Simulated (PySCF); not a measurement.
# Be at other levels of theory

Starting from one script, swap the method and compare what comes out for Be.

The runs use PySCF 2.14.0; method and basis as typed in the scripts.

**1. The atom**

Be: 1 atom, charge 0, spin multiplicity 1.

**2. Base script**

Contents of input.py:

```python
from pyscf import gto, scf, mp

mol = gto.M(
    atom='Be 0 0 0',
    basis='jorge-tzp-dkh',
    charge=0,
    spin=0,
    symmetry=True,
    verbose=3,
)
mf = scf.RHF(mol)
mf = mf.sfx2c1e()
mf.kernel()
mp.MP2(mf).kernel()
mf.dip_moment()
print('orbital energies (hartree):', mf.mo_energy[..., max(0, mol.nelec[1]-3):mol.nelec[0]+3].round(4))
```

Launch:

```sh
$ python input.py
```

Its log is not repeated here.

In short: E(SCF) = -14.574665 Eh, E(MP2) − E(SCF) = -0.04181 Eh.

**3. Stability test**

Run 1 changes step after the SCF: mp2 → stability; point-group symmetry: on → off.

Contents of input.py:

```python
from pyscf import gto, scf

mol = gto.M(
    atom='Be 0 0 0',
    basis='jorge-tzp-dkh',
    charge=0,
    spin=0,
    verbose=3,
)
mf = scf.RHF(mol)
mf = mf.sfx2c1e()
mf.kernel()
mf.stability(internal=True, external=True)
mf.dip_moment()
print('orbital energies (hartree):', mf.mo_energy[..., max(0, mol.nelec[1]-3):mol.nelec[0]+3].round(4))
```

Launch:

```sh
$ python input.py
```

**4. CISD**

Run 2 changes step after the SCF: mp2 → cisd.

input.py: that of step 2 with these lines changed.

```diff
@@ -1,2 +1,2 @@
-from pyscf import gto, scf, mp
+from pyscf import gto, scf, ci
 
@@ -13,3 +13,3 @@
 mf.kernel()
-mp.MP2(mf).kernel()
+ci.CISD(mf).kernel()
 mf.dip_moment()
```

**5. Population analysis**

Run 3 changes step after the SCF: mp2 → analyze.

Contents of input.py:

```python
from pyscf import gto, scf

mol = gto.M(
    atom='Be 0 0 0',
    basis='jorge-tzp-dkh',
    charge=0,
    spin=0,
    symmetry=True,
    verbose=3,
)
mf = scf.RHF(mol)
mf = mf.sfx2c1e()
mf.kernel()
mf.analyze()
print('orbital energies (hartree):', mf.mo_energy[..., max(0, mol.nelec[1]-3):mol.nelec[0]+3].round(4))
```

**6. EOM-IP**

Run 4 changes step after the SCF: mp2 → eomip; number of roots: none → 6.

input.py: that of step 2 with these lines changed.

```diff
@@ -1,2 +1,2 @@
-from pyscf import gto, scf, mp
+from pyscf import gto, scf, cc
 
@@ -13,3 +13,6 @@
 mf.kernel()
-mp.MP2(mf).kernel()
+mycc = cc.CCSD(mf)
+mycc.kernel()
+e = mycc.ipccsd(nroots=6)[0]
+print('roots (eV) =', (e*27.211386).round(3))
 mf.dip_moment()
```

**Question.** What will these runs give? Wanted: for each run, E(SCF); from base; gap; after the SCF.

As calculated:

| run | E(SCF) (hartree) | from base (eV) | gap (eV) | after the SCF |
| --- | --- | --- | --- | --- |
| base | -14.574665 | 0 | 9.66 | MP2 correlation -1.138 eV |
| stability test | -14.574665 | 0.0000 | 9.66 | unstable: RHF/RKS -> UHF/UKS |
| CISD | -14.574665 | 0.0000 | 9.66 | CISD correlation -1.616 eV |
| population analysis | -14.574665 | 0.0000 | 9.66 | n/a |
| EOM-IP | -14.574665 | 0.0000 | 9.66 | CCSD correlation -1.649 eV, first root 9.28 eV |

In words: On the same reference and core, CISD gains 1.62 eV in 0.95 s; MP2 reaches 70 % of that in 1.1 s.
